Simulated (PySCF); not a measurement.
# H6LaN3 (La(NH2)3): the cost of one run

Method: PBE0, La lcecp-1-SVP with ECP46, N def2-SVP, H def2-SVP; scalar-relativistic core potentials, no spin–orbit coupling; program: PySCF 2.14.0.

1 further run of the same task is left out (for a known fault of the program).

### 1 The starting structure

10 atoms, charge 0, spin multiplicity 1.

Bond lengths: La1–N2 2.358 Å, La1–N5 2.358 Å, La1–N8 2.358 Å, N2–H3 1.018 Å, N2–H4 1.018 Å, N5–H6 1.018 Å, N5–H7 1.018 Å, N8–H9 1.018 Å, N8–H10 1.018 Å. Angles: N2–La1–N5 120.0°, N2–La1–N8 120.0°, N5–La1–N8 120.0°, La1–N2–H3 125.4°, La1–N2–H4 125.4°, H3–N2–H4 109.2°, La1–N5–H6 125.4°, La1–N5–H7 125.4°, H6–N5–H7 109.2°, La1–N8–H9 125.4°, La1–N8–H10 125.4°, H9–N8–H10 109.2°.

Geometry (Å):

```mol
H6LaN3
  3D, bonds by distance, orders not assigned

 10  9  0  0  0  0  0  0  0  0999 V2000
    0.0000    0.0000    0.0000 La  0  0
    2.3580    0.0000    0.0000 N   0  0
    2.9480    0.0000    0.8300 H   0  0
    2.9480    0.0000   -0.8300 H   0  0
   -1.1790    2.0421    0.0000 N   0  0
   -1.4740    2.5530    0.8300 H   0  0
   -1.4740    2.5530   -0.8300 H   0  0
   -1.1790   -2.0421    0.0000 N   0  0
   -1.4740   -2.5530    0.8300 H   0  0
   -1.4740   -2.5530   -0.8300 H   0  0
  1  2  8  0
  1  5  8  0
  1  8  8  0
  2  3  8  0
  2  4  8  0
  5  6  8  0
  5  7  8  0
  8  9  8  0
  8 10  8  0
M  END
```

Formal oxidation states: La +3. The 4f shell is empty and lies in the core potential.

### 2 SCF at the start, singlet

run.py (the lines that set the calculation) reads:

```python
mol = gto.M(atom='''
La     0.00000     0.00000     0.00000
N      2.35800     0.00000     0.00000
H      2.94800     0.00000     0.83000
H      2.94800     0.00000    -0.83000
N     -1.17900     2.04210     0.00000
H     -1.47400     2.55300     0.83000
H     -1.47400     2.55300    -0.83000
N     -1.17900    -2.04210     0.00000
H     -1.47400    -2.55300     0.83000
H     -1.47400    -2.55300    -0.83000''',
    basis={'La': 'lcecp-1-SVP', 'N': 'def2-SVP', 'H': 'def2-SVP'},
    ecp={'La': 'lcecp-1-SVP'},
    charge=0, spin=0)
mf = dft.RKS(mol, xc='PBE0')
mf.grids.atom_grid = (50, 194)  # f atoms: unpruned, at least (60, 302)
mf = mf.density_fit()  # fitting sets: La AutoAux, N def2-universal-JKFIT, H def2-universal-JKFIT
mf.conv_tol = 1e-08; mf.max_cycle = 55
mf.kernel(dm0)  # dm0: free metal ions and neutral atoms
```

Launch:

```
OMP_NUM_THREADS=2 python run.py
```

**Question.** How long does this run take on 2 threads of Arm Neoverse V1, shared host, and how much memory does it need?

About 3.4 s, with a peak of 0.66 GiB.
